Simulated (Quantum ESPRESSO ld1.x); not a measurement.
# Ionisation of Os⁺: one atom, several choices of functional

Aim: the ionisation energy of Os⁺ ([Xe] 4f14 5d6 6s1) to Os²⁺ ([Xe] 4f14 5d6) for each choice of functional, and which comes nearest the tabulated value.

The numbers are computed with Quantum ESPRESSO ld1.x 7.5 (Dirac Kohn-Sham, spin-unpolarised, spherical densities, point nucleus; open shells fill j = l - 1/2 first), except any that are marked as measured or tabulated.

1 further run of the same task is left out (set aside as unsound or not needed).

### Step 1. Starting point

```
element       : osmium (Z = 76)
charge        : +1
electrons     : 75
configuration : [Xe] 4f14 5d6 6s1
ion           : Os²⁺, [Xe] 4f14 5d6
choices       : PBE; PW86 exchange with PBE correlation; exchange-only PBE; HCTH/120
```

### Step 2. PBE: Os⁺

Contents of ld1.in:

```fortran
 &input
    zed=76.0,
    iswitch=1,
    rel=2,
    dft='PBE',
    config='[Xe] 4f14 5d6 6s1',
    rel_dist='energy',
    verbosity='high',
    lsmall=.true.,
    prefix='ld1',
    max_out_wfc=37,
    file_charge='ld1.rho',
 /
```

### Step 3. PBE: Os²⁺

ld1.in: that of step 2 with these lines changed.

```diff
@@ -5,3 +5,3 @@
     dft='PBE',
-    config='[Xe] 4f14 5d6 6s1',
+    config='[Xe] 4f14 5d6',
     rel_dist='energy',
```

### Step 4. PW86 exchange with PBE correlation: Os⁺

ld1.in: that of step 3 with these lines changed.

```diff
@@ -4,4 +4,4 @@
     rel=2,
-    dft='PBE',
-    config='[Xe] 4f14 5d6',
+    dft='PW86PBE',
+    config='[Xe] 4f14 5d6 6s1',
     rel_dist='energy',
```

### Step 5. PW86 exchange with PBE correlation: Os²⁺

ld1.in: that of step 4 with these lines changed.

```diff
@@ -5,3 +5,3 @@
     dft='PW86PBE',
-    config='[Xe] 4f14 5d6 6s1',
+    config='[Xe] 4f14 5d6',
     rel_dist='energy',
```

### Step 6. exchange-only PBE: Os⁺

ld1.in: that of step 5 with these lines changed.

```diff
@@ -4,4 +4,4 @@
     rel=2,
-    dft='PW86PBE',
-    config='[Xe] 4f14 5d6',
+    dft='SLA-NOC-PBX-NOGC',
+    config='[Xe] 4f14 5d6 6s1',
     rel_dist='energy',
```

### Step 7. exchange-only PBE: Os²⁺

ld1.in: that of step 6 with these lines changed.

```diff
@@ -5,3 +5,3 @@
     dft='SLA-NOC-PBX-NOGC',
-    config='[Xe] 4f14 5d6 6s1',
+    config='[Xe] 4f14 5d6',
     rel_dist='energy',
```

### Step 8. HCTH/120: Os⁺

ld1.in: that of step 7 with these lines changed.

```diff
@@ -4,4 +4,4 @@
     rel=2,
-    dft='SLA-NOC-PBX-NOGC',
-    config='[Xe] 4f14 5d6',
+    dft='HCTH',
+    config='[Xe] 4f14 5d6 6s1',
     rel_dist='energy',
```

### Step 9. HCTH/120: Os²⁺

ld1.in: that of step 8 with these lines changed.

```diff
@@ -5,3 +5,3 @@
     dft='HCTH',
-    config='[Xe] 4f14 5d6 6s1',
+    config='[Xe] 4f14 5d6',
     rel_dist='energy',
```

**Question.** What will these runs give? Wanted: for each run, functional; E(Os⁺); Δ-SCF; −ε(HOMO); <r> HOMO; error.

The runs gave:

```
                        functional  E(Os⁺) (hartree)  Δ-SCF (eV)  −ε(HOMO) (eV)  <r> HOMO (bohr)  error (eV)  time, both runs
                               PBE         -17281.49      16.833         13.064            2.789       -0.17            1.5 s
PW86 exchange with PBE correlation         -17281.84      16.986         13.194            2.790       -0.01            1.6 s
                 exchange-only PBE         -17276.96      16.160         12.340            2.840       -0.84            1.5 s
                          HCTH/120         -17292.08      16.845         13.090            2.792       -0.16            1.5 s
```

In words: The NIST Atomic Spectra Database lists 17 +/- 1 eV (semi-empirical). Nearest is PW86 exchange with PBE correlation (-0.01 eV off), farthest exchange-only PBE (-0.84 eV). The ionisation energies span 0.83 eV, the total energies of Os⁺ 411 eV: most of the change in the total cancels in the difference. Spin polarisation and multiplet splitting are left out, so open shells lie too high by an amount that depends on their filling.
